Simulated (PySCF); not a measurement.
**SrSb−: from the state search to spectroscopic constants**

One table from this session's results is given with a row withheld; the runs are named, their logs left out.

The runs use PySCF 2.14.0; Sr def2-SVPD with ECP28, Sb def2-SVPD with ECP28, scalar-relativistic core potentials.

1 further run of the same task is left out (set aside as unsound or not needed).

The first run:

A driver script around PySCF takes these settings:

```yaml
atoms: Sr, Sb
charge: -1
basis: Sr def2-SVPD with ECP28, Sb def2-SVPD with ECP28
Hamiltonian: scalar-relativistic core potentials
basis_functions: 58
electrons_treated: 34
masses_in_u: 87.9056, 120.9038
levels: PBE0, PBE, r²SCAN, M06-2X, revPBE, B3LYP, LC-ωPBE
grid: 80 radial by 434 angular points
occupations: held fixed by the projection of orbital angular momentum
dissociation_limit: Sr + Sb−, each in its ground configuration
starting_distance_in_angstrom: 3.175
values_of_2S_to_try: 0, 2
```

On the command line:

```
OMP_NUM_THREADS=1 python dia.py task.json out
```

Among the steps run: Input; The PBE0 curve of the state that the search chose; Higher solutions at PBE0; PBE; r²SCAN (meta-GGA); M06-2X (hybrid meta-GGA); revPBE (GGA); B3LYP; LC-ωPBE (range-separated hybrid).

One of the session's tables, all rows but one given; the rest of the session is left out.

Energy (eV) from each level's lowest point:

| R (Å) | PBE | revPBE | r²SCAN | B3LYP | PBE0 |
| --- | --- | --- | --- | --- | --- |
| 2.672 | 0.611 | 0.655 | 0.628 | 0.676 | 0.619 |
| 2.796 | ? | ? | ? | ? | ? |
| 2.921 | 0.079 | 0.096 | 0.079 | 0.102 | 0.077 |
| 3.014 | 0.016 | 0.024 | 0.015 | 0.027 | 0.015 |
| 3.107 | 0.000 | 0.000 | 0.000 | 0.000 | 0.000 |
| 3.200 | 0.019 | 0.011 | 0.021 | 0.009 | 0.020 |
| 3.325 | 0.081 | 0.064 | 0.088 | 0.058 | 0.083 |
| 3.480 | 0.196 | 0.168 | 0.208 | 0.156 | 0.196 |
| 3.666 | 0.357 | 0.317 | 0.375 | 0.297 | 0.351 |
| 3.915 | 0.574 | 0.519 | 0.597 | 0.485 | 0.554 |

Estimate the missing values for R (Å) = 2.796.

Worked estimate for «PBE». A straight line through the neighbours (2.672, 0.611) and (2.921, 0.079) gives 0.611 + (0.079 − 0.611) × (2.796 − 2.672) / (2.921 − 2.672) = 0.346; a parabola fitted to 3 rows on both sides gives 0.280.

**Answer.** PBE: 0.264; revPBE: 0.294; r²SCAN: 0.270; B3LYP: 0.306; PBE0: 0.265. In «PBE» the line misses by +0.082 and the parabola by +0.016.
